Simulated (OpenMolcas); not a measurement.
**Nb⁴⁺ among point charges: CASSCF and CASPT2 levels and susceptibility**

How does a field of 2 point charges split the states of Nb⁴⁺, and what χT follows?

Method: state-averaged CASSCF and CASPT2, spin-orbit coupling by RASSI with atomic mean-field integrals. Code: OpenMolcas 26.06.

**1. The atom as given**

| Property | Result |
| --- | --- |
| Species | Nb⁴⁺ (niobium, Z = 41, 37 electrons) |
| Basis | ANO-RCC-VTZP [7s6p4d2f1g], 68 functions |
| Scalar Hamiltonian | DKH2, point nucleus |
| Inactive shells | 1s 2s 2p 3s 3p 3d 4s 4p |
| Active space | 1 electron in 5 orbitals (4d) |
| Some configurations of this space | 4d |
| Orbitals | optimised for each spin and parity, averaged over all roots |

Outer shells as boxes (Hund's rule):

4d
```
4d [↑ ][  ][  ][  ][  ]
```

The ion sits among 2 point charges of -0.75 e arranged as a linear pair (D∞h), 1.96 Å from the ion.

Each step is its own input file, run in one work folder so that later steps find the files of earlier ones. Labels, J, g values, rates, χT and fits are worked out afterwards by a script from the matrices that RASSI stores. The input lists half of the charges; inversion (Group=XYZ) makes the rest.

**2. Basis and integrals**

a.inp

```
&GATEWAY
Coord
1

Nb 0.0 0.0 0.0
Basis=ANO-RCC-VTZP
Group=XYZ
NoMove
AngMom=0.0 0.0 0.0
AMFI
XField
1 Angstrom 0
0.000000 0.000000 1.960000 -0.750000
&SEWARD
```

Started as:

```bash
$ OMP_NUM_THREADS=1 MOLCAS_MEM=1689 MOLCAS_PROJECT=a pymolcas a.inp > a.log
```

What it wrote:

```text
Basis set label: NB.ANO-RCC...7S6P4D2F1G.

      Electronic valence basis set:
      ------------------
      Associated Effective Charge  41.000000 au
      Associated Actual Charge     41.000000 au
      Nuclear Model: Point charge

      Shell  nPrim  nBasis  Cartesian Spherical Contaminant
         s      21       7        X
         p      18       6        X
         d      13       4                 X
         f       6       2                 X
         g       4       1                 X
                  Relativistic Douglas-Kroll-Hess integrals:
                    - DKH order of Hamiltonian: 2
                    - DKH order of Properties : 0
                  Atomic mean-field integrals
```

**3. Reference wave functions, doublets of even parity, 5 roots**

a.inp

```
&RASSCF
FileOrb=start.orb
Symmetry=1
Spin=2
nActEl=1 0 0
Inactive=9 9
Ras2=5 0
CIRoot=5 5 1
SDav=5
CIMx=300
Iter=120 100
PrWF=0.3
OrbListing=Nothing
MaxOrb=0
>>> COPY $Project.JobIph JOB001
```

start.orb holds the contracted functions of the basis, ordered by shell, or the orbitals of the step before.

What it wrote, cut to the lines that bear on the results:

```text
[...]
      Number of active orbitals                  5
[...]
      Spin quantum number                      0.5
[...]
      Active orbitals                            5   0
[...]
      Number of CSFs                             5
      Number of root(s) required                 5
[...]
      Convergence after  7 iterations
[...]
      Natural orbitals and occupation numbers for root  1
      sym 1:   1.000000   0.000000   0.000000   0.000000   0.000000
      Natural orbitals and occupation numbers for root  2
      sym 1:   0.000000   0.000000   0.000000   0.000000   1.000000
      Natural orbitals and occupation numbers for root  3
      sym 1:   0.000000   1.000000   0.000000  -0.000000  -0.000000
::    RASSCF root number  1 Total energy:  -3815.50062605
::    RASSCF root number  2 Total energy:  -3815.50062605
::    RASSCF root number  3 Total energy:  -3815.47235755
::    RASSCF root number  4 Total energy:  -3815.47235755
::    RASSCF root number  5 Total energy:  -3815.45056491
```

**4. State interaction with spin-orbit coupling**

a.inp

```
&RASSI
NrOfJobIphs=1 5
1 2 3 4 5
IphNames
JOB001
EJob
SpinOrbit
DIPRint=1.0
SOCoupling=1000.0
Subsets=2
Property=9
'ANGMOM' 1 'ANGMOM' 2 'ANGMOM' 3 'MLTPL  1' 1 'MLTPL  1' 2 'MLTPL  1' 3
'AMFI' 1 'AMFI' 2 'AMFI' 3
SOProperty=3
'ANGMOM' 1 'ANGMOM' 2 'ANGMOM' 3
```

What it wrote, cut to the lines that bear on the results:

```text
SPIN-FREE ENERGIES:
  (Shifted by EMIN (a.u.) =      -3815.5006260455)
 SF State       Relative EMIN(au)   Rel lowest level(eV)    D:o, cm**(-1)      L_eff
     1             0.0000000000        0.0000000000              0.0000         2.0
     2             0.0000000000        0.0000000000              0.0000         2.0
     3             0.0282684999        0.7692250682           6204.2186         2.0
     4             0.0282684999        0.7692250682           6204.2186         2.0
     5             0.0500611350        1.3622328815          10987.1492         2.0
     Dipole printing threshold changed to   1.00000000E+00
Eigenvalues of complex Hamiltonian:
   -----------------------------------
  (Shifted by EMIN (a.u.) =      -3815.5006260455)
 SO State       Relative EMIN(au)   Rel lowest level(eV)    D:o, cm**(-1)     J-value
     1            -0.0035937104        0.0000000000              0.0000         1.0
     2            -0.0035937104        0.0000000000              0.0000         1.0
     3             0.0032666804        0.1866807429           1505.6817         1.2
     4             0.0032666804        0.1866807429           1505.6817         1.2
     5             0.0258796796        0.8020118006           6468.6614         1.7
     6             0.0258796796        0.8020118006           6468.6614         1.7
     7             0.0302744428        0.9215993995           7433.2004         2.0
     8             0.0302744428        0.9215993995           7433.2004         2.0
     9             0.0507710423        1.4793402848          11931.6841         2.2
    10             0.0507710423        1.4793402848          11931.6841         2.2
Weights of the five most important spin-orbit-free states for each spin-orbit state.
[...]
```

Time for these steps: 1.9 s (1 thread of Arm Neoverse V2, shared host).

Spin-free states, with their symmetry labels:

```tsv
state	degeneracy	E (cm-1)	free-ion L (%)
2Delta	2	0	D (100)
2Pi	2	6204	D (100)
2Sigma	1	10987	D (100)
```

With spin-orbit coupling:

| E (cm-1) | Degeneracy | 2S+1 | g |
| --- | --- | --- | --- |
| 0.0 | 2 | 2 | 0.00 0.00 2.02 |
| 1506 | 2 | 2 | 0.00 0.00 6.00 |
| 6469 | 2 | 2 | 0.05 0.75 0.75 |
| 7433 | 2 | 2 | 0.00 0.00 3.98 |
| 11932 | 2 | 2 | 1.95 2.75 2.75 |

Principal g values are given for doublets only; a zero marks a field direction without first-order Zeeman splitting.

Powder χT (cm³ K/mol): 0.13 at 2 K, 0.13 at 5 K, 0.13 at 10 K, 0.13 at 20 K, 0.14 at 50 K, 0.15 at 100 K, 0.16 at 150 K, 0.17 at 200 K, 0.18 at 250 K, 0.20 at 300 K.

Orbitals of the lowest block (energies include the constant potential of the surroundings):

```tsv
shell	space	energy (hartree)	mean occupation	⟨r²⟩ (bohr²)
1s	inactive	-702.5692	2.000	0.00172
2s	inactive	-102.1581	2.000	0.0292
2p	inactive	-91.1730	6.000	0.0231
3s	inactive	-19.3304	2.000	0.222
3p	inactive	-15.6291	6.000	0.228
3d	inactive	-9.5581	10.000	0.224
4s	inactive	-3.9311	2.000	1.48
4p	inactive	-2.8132	6.000	1.80
4d	RAS2		1.000	3.17
```

**5. CASPT2: IPEA 0.25, imaginary shift 0.1 (closed shells correlated: 4s 4p)**

a.inp

```
>>> COPY JOB001 $Project.JobIph
&CASPT2
Multistate=5 1 2 3 4 5
NoMult
Frozen=8 6
IPEA=0.25
Imaginary=0.1
MaxIter=60
WThr=0.0 0.3 0.05
PrWF=0.5
NoMix
```

What it wrote:

```text
Orbital specifications:
      -----------------------

      Symmetry species                           1   2
                                                ag  au
      Frozen orbitals                            8   6
      Inactive orbitals                          1   3
      Active orbitals                            5   0
      Secondary orbitals                        22  23
      Deleted orbitals                           0   0
      Number of basis functions                 36  32
Type of calculation                        SS-CASPT2
      Fock operator                              state-specific
      IPEA shift                                 0.25
      Real shift                                 0.00
      Imaginary shift                            0.10
      The input orbitals will be transformed to quasi-canonical
Reference energy:       -3815.5006260455
      E2 (Non-variational):      -0.2236226858
      Shift correction:          -0.0000951578
      E2 (Variational):          -0.2237178436
      Total energy:           -3815.7243438890
      Residual norm:              0.0000002626
      Reference weight:           0.95829
      Contributions to the CASPT2 correlation energy
      Active & Virtual Only:          0.0000000002
      One Inactive Excited:          -0.0478980378
      Two Inactive Excited:          -0.1757246482
Reference energy:       -3815.5006260455
      E2 (Non-variational):      -0.2236242039
      Shift correction:          -0.0000951615
      E2 (Variational):          -0.2237193654
      Total energy:           -3815.7243454109
      Residual norm:              0.0000002627
      Reference weight:           0.95829
      Contributions to the CASPT2 correlation energy
      Active & Virtual Only:          0.0000000002
      One Inactive Excited:          -0.0478995559
      Two Inactive Excited:          -0.1757246482
::    CASPT2 Root  1     Total energy:  -3815.72434389
::    CASPT2 Root  2     Total energy:  -3815.72434541
::    CASPT2 Root  3     Total energy:  -3815.69646976
::    CASPT2 Root  4     Total energy:  -3815.69646976
::    CASPT2 Root  5     Total energy:  -3815.67530501
```

This run: 0.67 s of run time, 1 thread of Arm Neoverse V2, shared host.

SS-CASPT2: lowest energy less the reference's lowest, -0.2237 hartree; reference weights 0.958.

States without spin-orbit coupling:

```tsv
state	degeneracy	E (cm-1)	free-ion L (%)
2Delta	2	0	D (100)
2Pi	2	6118	D (100)
2Sigma	1	10763	D (100)
```

With spin-orbit coupling:

```json
{"E (cm-1)": "0", "Degeneracy": "2", "2S+1": "2", "g": "0.00 0.00 2.02"}
{"E (cm-1)": "1510", "Degeneracy": "2", "2S+1": "2", "g": "0.00 0.00 6.00"}
{"E (cm-1)": "6380", "Degeneracy": "2", "2S+1": "2", "g": "0.06 0.77 0.77"}
{"E (cm-1)": "7350", "Degeneracy": "2", "2S+1": "2", "g": "0.00 0.00 3.98"}
{"E (cm-1)": "11710", "Degeneracy": "2", "2S+1": "2", "g": "1.94 2.77 2.77"}
```

Powder χT (cm³ K/mol): 0.13 at 2 K, 0.13 at 5 K, 0.13 at 10 K, 0.13 at 20 K, 0.14 at 50 K, 0.15 at 100 K, 0.16 at 150 K, 0.17 at 200 K, 0.18 at 250 K, 0.20 at 300 K.

**6. The methods side by side**

A. CASSCF
B. SS-CASPT2, IPEA 0.25, imaginary shift 0.1 (closed shells correlated: 4s 4p)

```tsv
method	ground state	first state of that spin (cm-1)	first gap with spin-orbit (cm-1)	χT at 300 K
A	2Delta	2Pi 6204	1505.7	0.20
B	2Delta	2Pi 6118	1506.5	0.20
```

**7. Outcome**

```
                                            quantity                                                                        value
                                              method  SS-CASPT2, IPEA 0.25, imaginary shift 0.1 (closed shells correlated: 4s 4p)
                              spin-free ground state                                           2Delta, 2-fold in its orbital part
first state of the same spin within the active space                                                             2Pi at 6120 cm⁻¹
                                        lowest level                                                 2-fold, g = 0.00, 0.00, 2.02
                                          next level                                                                  1506.5 cm⁻¹
                                         χT at 300 K                                                               0.20 cm³ K/mol
                           effective moment at 300 K                                                                      1.26 μB
```

Cost by method:

```tsv
method	time of its own steps	time with the reference
A. CASSCF	1.9 s	1.9 s
B. SS-CASPT2, IPEA 0.25, imaginary shift 0.1, +4s 4p	0.67 s	2.5 s
```

Times are of one thread on a shared host.

What this shows: The spin-free ground state (2Delta) comes to 100 % from free-ion D terms and keeps the highest spin of the shell. χT at 300 K is 0.20, against 0.38 cm³ K/mol for the spin alone, so orbital moment lowers it. The field of point charges can differ much from that of real complexes. This is an electrostatic model: the charges have no orbitals.
